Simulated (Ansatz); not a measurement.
**C6H7NO: geometry optimisation**

What geometry does C6H7NO take? The task is a geometry optimisation, for C6H7NO.

Program: Ansatz 0.2.0, driven from Python. Level of theory: CAM-B3LYP/def2-SVP. These are calculated values, not measurements.

## 1. The structure

Bond lengths (14 of 15 bonds, heavy atoms first): N1–C2 1.401 Å, C2–C3 1.398 Å, C3–C4 1.398 Å, C4–C5 1.394 Å, C5–C6 1.390 Å, C6–O7 1.365 Å, C2–C8 1.397 Å, C6–C8 1.393 Å, N1–H9 1.015 Å, N1–H10 1.015 Å, C3–H11 1.087 Å, C4–H12 1.087 Å, C5–H13 1.085 Å, O7–H14 0.971 Å. Angles (14 of 22 angles, heavy atoms first): N1–C2–C3 120.2°, N1–C2–C8 120.4°, C3–C2–C8 118.6°, C2–C3–C4 120.8°, C3–C4–C5 120.1°, C4–C5–C6 119.1°, C5–C6–O7 121.3°, C5–C6–C8 120.9°, O7–C6–C8 117.8°, C2–C8–C6 120.3°, C2–N1–H9 113.8°, C2–N1–H10 113.5°, C2–C3–H11 120.1°, C4–C3–H11 119.1°.

No structure file is read: the coordinates are typed or built in the script.

## 2. Script

File run_opt.py:

```python
import argparse
import itertools

import ansatz as az
from ase.data import atomic_numbers, covalent_radii
import numpy as np
from rdkit import Chem
from rdkit.Chem import AllChem

parser = argparse.ArgumentParser(description="Minimum-energy structure of C6H7NO.")
parser.add_argument("--basis-set", default="def2-SVP", help="basis")
parser.add_argument("--xc", default="CAM-B3LYP", help="exchange-correlation functional")
args = parser.parse_args()


def main() -> None:
    rd = Chem.AddHs(Chem.MolFromSmiles("Nc1cccc(O)c1"))
    AllChem.EmbedMolecule(rd, randomSeed=875)
    AllChem.UFFOptimizeMolecule(rd)
    mol = az.Crystal.molecule()
    for atom, xyz in zip(rd.GetAtoms(), rd.GetConformer().GetPositions()):
        mol = mol.atom(atom.GetSymbol(), xyz.round(5).tolist())

    model = (
        mol.calculation()
        .basis(gaussian=args.basis_set)
        .functional(args.xc)
    )
    symbols = [site.symbol for site in mol.cartesian_sites]
    start = np.array([site.position_ang for site in mol.cartesian_sites], dtype=float)
    report = model.relax(force_tolerance=0.01, max_steps=100).run().report
    end = np.array(report["positions_ang"])

    for key in ("converged", "free_energy_ev", "reference_energy_ev", "n_frozen", "n_occupied", "n_virtual"):
        print(f"{key:22s} {report[key]}")

    radius = [covalent_radii[atomic_numbers[s]] for s in symbols]
    span = lambda where, i, j: np.linalg.norm(where[i] - where[j])
    bonded = [(i, j) for i, j in itertools.combinations(range(len(symbols)), 2) if min(span(start, i, j), span(end, i, j)) < 1.2 * (radius[i] + radius[j])]
    print("pair        before    after (A)")
    for i, j in bonded:
        print(f"{symbols[i]}{i}-{symbols[j]}{j}".ljust(10), f"{span(start, i, j):8.4f} {span(end, i, j):8.4f}")
    for first, second in list(itertools.combinations(bonded, 2)):
        shared = set(first) & set(second)
        if shared and symbols[(j := shared.pop())] != "H":
            i, k = sorted((set(first) | set(second)) - {j})
            u, v = end[i] - end[j], end[k] - end[j]
            angle = np.degrees(np.arccos(np.clip(u @ v / np.linalg.norm(u) / np.linalg.norm(v), -1, 1)))
            print(f"final angle {symbols[i]}{i}-{symbols[j]}{j}-{symbols[k]}{k}: {angle:.2f} deg")
    with open("c6h7no_opt.xyz", "w") as handle:
        handle.write(f"{len(symbols)}\nrelaxed C6H7NO\n")
        handle.writelines(f"{s:2s} {x:11.6f} {y:11.6f} {z:11.6f}\n" for s, (x, y, z) in zip(symbols, end))


if __name__ == "__main__":
    main()
```

## 3. The calls as engine input

The package turns the script's settings into the engine's input:

```yaml
crystal:
  periodic: [false, false, false]
  atoms:
    - { symbol: "N", position_ang: [2.39258, -0.35908, 0.37764] }
    - { symbol: C, position_ang: [0.97721, -0.28344, 0.1879] }
    - { symbol: C, position_ang: [0.17876, -1.42192, 0.37158] }
    - { symbol: C, position_ang: [-1.20496, -1.34711, 0.18587] }
    - { symbol: C, position_ang: [-1.79829, -0.13664, -0.18378] }
    - { symbol: C, position_ang: [-1.01009, 1.00432, -0.3693] }
    - { symbol: O, position_ang: [-1.61397, 2.20441, -0.73768] }
    - { symbol: C, position_ang: [0.37824, 0.92994, -0.18315] }
    - { symbol: H, position_ang: [2.99581, 0.48291, 0.24334] }
    - { symbol: H, position_ang: [2.84764, -1.2577, 0.65382] }
    - { symbol: H, position_ang: [0.62804, -2.36455, 0.65789] }
    - { symbol: H, position_ang: [-1.81776, -2.22782, 0.32855] }
    - { symbol: H, position_ang: [-2.87024, -0.08473, -0.32615] }
    - { symbol: H, position_ang: [-1.07147, 3.04843, -0.87982] }
    - { symbol: H, position_ang: [0.9885, 1.813, -0.32671] }
basis:
  gaussian:
    orbitals: def2-SVP
hamiltonian:
  xc: cam_b3lyp
relax:
  f_tol: 0.01
  max_steps: 100
```

## 4. Launch

Started as:

```sh
$ python run_opt.py
```

Without the output at hand: what should come out? Wanted: total energy; dipole moment; moves of the relaxation; energy gained; last largest force component.

The runs gave:

| quantity | value |
| --- | --- |
| total energy | -9860.8749 eV |
| dipole moment | 3.24 D |
| moves of the relaxation | 5 |
| energy gained | 0.373 eV |
| last largest force component | 0.0031 eV/Å |

In words: The relaxation took 5 moves; the largest shift is 0.230 Å, of atom 14 (H). The end point is the stationary point reached from this start; no frequency run checks that it is a minimum, and the basis set is modest.
